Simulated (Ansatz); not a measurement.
**C₂H₉AlN₂: basis-set convergence**

Aim: see how fast density functionals converge with the basis set for C₂H₉AlN₂.

The runs use Ansatz 0.2.0, Gaussian basis; one geometry, several basis sets.

The runs, in order: PBE0-D4/def2-SVP; ωB97M-V/def2-SVP; PBE0-D4/def2-QZVPP; ωB97M-V/def2-QZVPP; the functionals' def2-TZVPP values are taken from earlier runs.

## (1) The relaxed structure

An earlier PBE0-D4 in a triple-zeta def2 set relaxation fixed the geometry.

14 atoms, charge 0, spin multiplicity 1.

Atoms are counted from 1 here; the program's logs count them from 0.

Bond lengths: C1–N2 1.440 Å, C1–H6 1.093 Å, C1–H7 1.100 Å, C1–H8 1.100 Å, N2–C3 1.441 Å, N2–Al4 1.775 Å, C3–H9 1.093 Å, C3–H10 1.100 Å, C3–H11 1.100 Å, Al4–N5 1.770 Å, Al4–H12 1.580 Å, N5–H13 1.006 Å, N5–H14 1.007 Å. Angles: N2–C1–H6 111.1°, N2–C1–H7 111.8°, N2–C1–H8 111.8°, H6–C1–H7 107.4°, H6–C1–H8 107.4°, H7–C1–H8 107.0°, C1–N2–C3 112.4°, C1–N2–Al4 124.9°, C3–N2–Al4 122.7°, N2–C3–H9 110.8°, N2–C3–H10 111.8°, N2–C3–H11 111.8°, H9–C3–H10 107.6°, H9–C3–H11 107.6°, H10–C3–H11 107.1°, N2–Al4–N5 120.5°, N2–Al4–H12 119.2°, N5–Al4–H12 120.3° and more.

## (2) PBE0-D4 in def2-SVP

Input file in.yaml:

```yaml
crystal:
  periodic: [false, false, false]
  atoms:
    - {symbol: C, position_ang: [-0.208911, 1.032685, -1.053857]}
    - {symbol: N, position_ang: [-0.335756, -0.174069, -0.279092]}
    - {symbol: C, position_ang: [-1.335076, -1.065869, -0.811242]}
    - {symbol: Al, position_ang: [0.611379, -0.553364, 1.173399]}
    - {symbol: N, position_ang: [1.818335, 0.589518, 1.781834]}
    - {symbol: H, position_ang: [0.555714, 1.691429, -0.634566]}
    - {symbol: H, position_ang: [-1.151545, 1.599493, -1.084984]}
    - {symbol: H, position_ang: [0.074170, 0.820714, -2.095816]}
    - {symbol: H, position_ang: [-1.407107, -1.973075, -0.205413]}
    - {symbol: H, position_ang: [-1.101659, -1.371693, -1.842114]}
    - {symbol: H, position_ang: [-2.331072, -0.598557, -0.830574]}
    - {symbol: H, position_ang: [0.366016, -1.924888, 1.918688]}
    - {symbol: H, position_ang: [2.054818, 1.486658, 1.392560]}
    - {symbol: H, position_ang: [2.377795, 0.411820, 2.599877]}
basis:
  gaussian: {orbitals: def2-SVP}
hamiltonian: {xc: pbe0, dispersion: d4}
output: {orbitals: {seedname: orbitals}}
```

Further steps of the session: ωB97M-V in def2-SVP; PBE0-D4 in def2-QZVPP; ωB97M-V in def2-QZVPP.

Q: Predict the results of all the runs planned. Wanted: PBE0-D4: double and triple zeta above quadruple; ωB97M-V: double and triple zeta above quadruple.

As calculated:

| quantity | value |
| --- | --- |
| PBE0-D4: double and triple zeta above quadruple | 8.85, 0.54 eV |
| ωB97M-V: double and triple zeta above quadruple | 9.12, 0.52 eV |

**Reading.** PBE0-D4 gains 8.31 eV from double to triple zeta, then 0.54 eV more. Total energies overstate the basis error of differences, where much of it tends to cancel. The LUMO of ωB97M-V is positive and keeps falling with the basis (2.29 to 1.20 eV): an unbound level that the basis holds in place.
